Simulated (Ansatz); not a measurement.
# Ga4SbAs3: the cost of one run

Program: Ansatz 0.2.0. PAW datasets, plane waves, zero pressure. All values are calculated for a non-magnetic cell, which may be hypothetical.

## 1. The system as given

This is the cell as the run starts from it, not yet at rest; its lengths are not the crystal's.

Space group Amm2 (No. 38), orthorhombic; a = 3.968 Å, b = 7.935 Å, c = 11.222 Å in the conventional setting, 22.08 Å³ an atom. Near As stand 4 Ga at 2.43 Å; near Sb stand 4 Ga at 2.43 Å; near Ga stand 4 As at 2.43 Å; near Ga stand 3 As at 2.43 Å and 1 Sb at 2.43 Å.

The structure in full:

```cif
data_structure
_symmetry_space_group_name_H-M 'P 1'
_symmetry_Int_Tables_number 1
_cell_length_a 3.9676
_cell_length_b 6.8720
_cell_length_c 6.8720
_cell_angle_alpha 70.529
_cell_angle_beta 90.000
_cell_angle_gamma 90.000
_cell_volume 176.65
loop_
_atom_site_label
_atom_site_type_symbol
_atom_site_fract_x
_atom_site_fract_y
_atom_site_fract_z
_atom_site_occupancy
As1 As 0.00000 0.00000 0.00000 1
As2 As 0.50000 0.00000 0.50000 1
As3 As 0.50000 0.50000 0.00000 1
Sb1 Sb 0.00000 0.50000 0.50000 1
Ga1 Ga 0.50000 0.87500 0.87500 1
Ga2 Ga 0.00000 0.87500 0.37500 1
Ga3 Ga 0.00000 0.37500 0.87500 1
Ga4 Ga 0.50000 0.37500 0.37500 1
```

## 2. Relaxation with PBE

Contents of input.yaml:

```yaml
crystal:
  lattice:
    - [3.9675610109, 0.0, 0.0]
    - [0.0, 3.9675610109, 5.6109785911]
    - [0.0, -3.9675610109, 5.6109785911]
  atoms:
    - { symbol: As, position: [0.0, 0.0, 0.0] }
    - { symbol: As, position: [0.5, 0.0, 0.5] }
    - { symbol: As, position: [0.5, 0.5, 0.0] }
    - { symbol: Sb, position: [0.0, 0.5, 0.5] }
    - { symbol: Ga, position: [0.5, 0.875, 0.875] }
    - { symbol: Ga, position: [0.0, 0.875, 0.375] }
    - { symbol: Ga, position: [0.0, 0.375, 0.875] }
    - { symbol: Ga, position: [0.5, 0.375, 0.375] }
kpoints:
  mp_grid: { grid: [6, 4, 4] }
hamiltonian:
  xc: pbe
scf:
  occupations: { method: fermi_dirac, width: 0.02 }
relax:
  f_tol: 0.005
  cell: {}
output:
  write_density: true
  write_potential: true
  elf: true
  volumetric_format: npy
```

Started as:

```
$ ansatz run input.yaml --threads 4 --pin off --max-ram 6451MiB --backend cpu --events-out ev --progress --plain --runs-dir out
```

**Question.** How long does this run take on 4 threads of Arm Neoverse V1, shared host, and how much memory does it need?

About 64 s, with a peak of 0.78 GiB.
